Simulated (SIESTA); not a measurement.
CoPd3:

```
CELL_PARAMETERS angstrom
3.85037 0.00000 0.00000
0.00000 3.85037 0.00000
0.00000 0.00000 3.85037
ATOMIC_POSITIONS crystal
Pd 0.50000 0.50000 0.00000
Pd 0.50000 0.00000 0.50000
Pd 0.00000 0.50000 0.50000
Co 0.00000 0.00000 0.00000
```

The cell comes from a database or a generator and needn't be the stable form of this composition.

```yaml
Program: SIESTA 5.4.2
Task: single point
Functional: PBEsol
Potentials_or_basis: PseudoDojo 0.4 standard (PBEsol files)
Basis: DZP (energy shift 0.003 Ry; two zetas on semicore shells)
Grid_cutoff: 800 Ry
Energy_shift: 0.003 Ry
k_mesh: 7 × 7 × 7
Occupations: fermi-dirac, width 0.05 eV
Spin: collinear spin, ferromagnetic start
Starting_moments: "[0.0, 0.0, 0.0, 2.0] μB"
```

On this cell: pressure -7.0 GPa; largest force zero by symmetry; net moment 3.04 μB per cell; site moments Pd +0.29; Co +2.18 μB; band gap on the k mesh none (metal or under the smearing width).

The same run follows on a disturbed copy (atoms moved at random, drawn with an rms of 0.05 Å):

```
CELL_PARAMETERS angstrom
3.85037 0.00000 0.00000
0.00000 3.85037 0.00000
0.00000 0.00000 3.85037
ATOMIC_POSITIONS crystal
Pd 0.50483 0.49954 0.99318
Pd 0.50091 0.00111 0.49970
Pd 0.99638 0.50177 0.49446
Co 0.99687 0.00118 0.00705
```

Question: What does the disturbed cell give?

Answer: The energy (extrapolated to zero smearing) moves by +2.8 meV/atom; pressure -7.1 GPa; largest force 0.331 eV/Å; net moment 3.04 μB per cell; site moments Pd +0.29; Co +2.18 μB; band gap on the k mesh none (metal or under the smearing width).

Forces on the atoms (eV/Å):
```
Pd  -0.258  0.047  0.202
Pd  -0.149 -0.021 -0.082
Pd   0.305 -0.015  0.067
Co   0.100 -0.009 -0.186
```

Caveats: short orbitals over semicore shells can move pressures by several GPa; the basis of atomic orbitals isn't converged, which shifts pressures, moduli and gaps.
